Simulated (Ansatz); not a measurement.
**C2H4Ge: one species, many methods**

How much do the methods differ for C2H4Ge? The plan is to run it at one geometry with functionals of several rungs and with coupled cluster. The yardstick is the atomisation energy at the CCSD(T) limit.

Program: Ansatz 0.2.0, Gaussian basis. Level of theory: functionals in def2-TZVPP, the program's frozen cores in correlated methods. These are calculated values, not measurements.

The runs, in order: LDA (SPW92), PBE-D4, revPBE-D4, BLYP-D4, r2SCAN-D4, B97M-V, PBE0-D4, B3LYP-D4, r2SCANh-D4, r2SCAN0-D4, HSE06-D4, BHLYP-D4, CAM-B3LYP-D4, LC-ωPBE, ωB97X-V, ωB97M-V, B2PLYP, PBE-QIDH; CCSD(T)/def2-SVP; CCSD(T)/def2-TZVPP; MP2/def2-QZVPP; extrapolation to the limit; RPA on PBE.

**1. Structure used throughout**

All runs share one geometry, relaxed beforehand with PBE0-D4 in a triple-zeta def2 set.

SMILES `C#[C][GeH3]`, 7 atoms, charge 0, spin multiplicity 1.

Atoms are counted from 1 here; the program's logs count them from 0.

Bond lengths: C1–C2 1.205 Å, C1–H4 1.066 Å, C2–Ge3 1.899 Å, Ge3–H5 1.533 Å, Ge3–H6 1.533 Å, Ge3–H7 1.533 Å. Angles: C2–C1–H4 180.0°, C1–C2–Ge3 180.0°, C2–Ge3–H5 108.7°, C2–Ge3–H6 108.7°, C2–Ge3–H7 108.7°, H5–Ge3–H6 110.3°, H5–Ge3–H7 110.3°, H6–Ge3–H7 110.3°.

**2. LDA**

This LDA is Slater exchange with PW92 correlation.

Input file in.yaml:

```yaml
crystal:
  periodic: [false, false, false]
  atoms:
    - {symbol: C, position_ang: [-0.810403, -1.833472, 0.129138]}
    - {symbol: C, position_ang: [-0.318150, -0.736746, 0.047684]}
    - {symbol: Ge, position_ang: [0.458413, 0.991597, -0.081022]}
    - {symbol: H, position_ang: [-1.245795, -2.803657, 0.201245]}
    - {symbol: H, position_ang: [0.128427, 1.576341, -1.459131]}
    - {symbol: H, position_ang: [-0.127427, 1.876385, 1.025300]}
    - {symbol: H, position_ang: [1.976136, 0.861451, 0.090987]}
basis:
  gaussian: {orbitals: def2-TZVPP}
hamiltonian: {xc: lda}
output: {orbitals: {seedname: orbitals}}
```

Further steps of the session: PBE-D4 (GGA); revPBE-D4 (GGA); BLYP-D4 (GGA); r2SCAN-D4 (meta-GGA); B97M-V (meta-GGA); PBE0-D4 (hybrid); B3LYP-D4 (hybrid); r2SCANh-D4 (hybrid); r2SCAN0-D4 (hybrid); HSE06-D4 (hybrid); BHLYP-D4 (hybrid); CAM-B3LYP-D4 (range-separated); LC-ωPBE-D4 (range-separated); ωB97X-V (range-separated); ωB97M-V (range-separated); B2PLYP (double hybrid); PBE-QIDH (double hybrid); CCSD(T) in def2-SVP; CCSD(T) in def2-TZVPP; MP2 in def2-QZVPP; RPA on PBE orbitals.

Q: Predict the results of all the runs planned. Wanted: atomisation energy, CCSD(T)/CBS; farthest beyond LDA; mean size of error, GGA; mean size of error, meta-GGA; mean size of error, hybrid; mean size of error, range-separated; mean size of error, double hybrid; gap, smallest and largest; T1 diagnostic.

**Answer**, as computed:

| quantity | value |
| --- | --- |
| atomisation energy, CCSD(T)/CBS | 25.679 eV |
| functionals within 0.257 eV (1.0 %) | BLYP-D4, r2SCAN-D4, B97M-V, PBE0-D4, B3LYP-D4, r2SCANh-D4, HSE06-D4, CAM-B3LYP-D4, ωB97X-V, ωB97M-V, PBE-QIDH |
| farthest beyond LDA | BHLYP-D4 (-0.860 eV) |
| mean size of error, GGA | 0.281 eV |
| mean size of error, meta-GGA | 0.087 eV |
| mean size of error, hybrid | 0.346 eV |
| mean size of error, range-separated | 0.152 eV |
| mean size of error, double hybrid | 0.230 eV |
| gap, smallest and largest | 6.17 eV (LDA (SPW92)), 13.48 eV (LC-ωPBE) |
| T1 diagnostic | 0.0125 |
| triples share of the correlation energy | 4.3 % |

**Reading.** LDA overbinds by 3.384 eV (13 %). PBE-D4 misses by +0.262 eV. Double hybrids carry the basis error of their MP2 part in triple zeta, and no dispersion term here, so their miss is partly the set-up's. The rungs meta-GGA, range-separated, double hybrid miss on average by less than the doubt on the reference (0.257 eV), so they tie. The reference freezes the cores and leaves out relativity and excitations past (T), and its outer-core shells are covered unevenly, so misses under about 0.257 eV can't be ranked. Hartree-Fock recovers 73 % of the binding; the rest is correlation. CCSD(T) in def2-SVP is off by -1.281 eV, worse than the median functional, from the basis alone. The gap grows from 6.2 to 13.5 eV across the functionals, mostly with the share of exact exchange. Correlated methods include outer-core shells of Ge, which these sets cover unevenly.
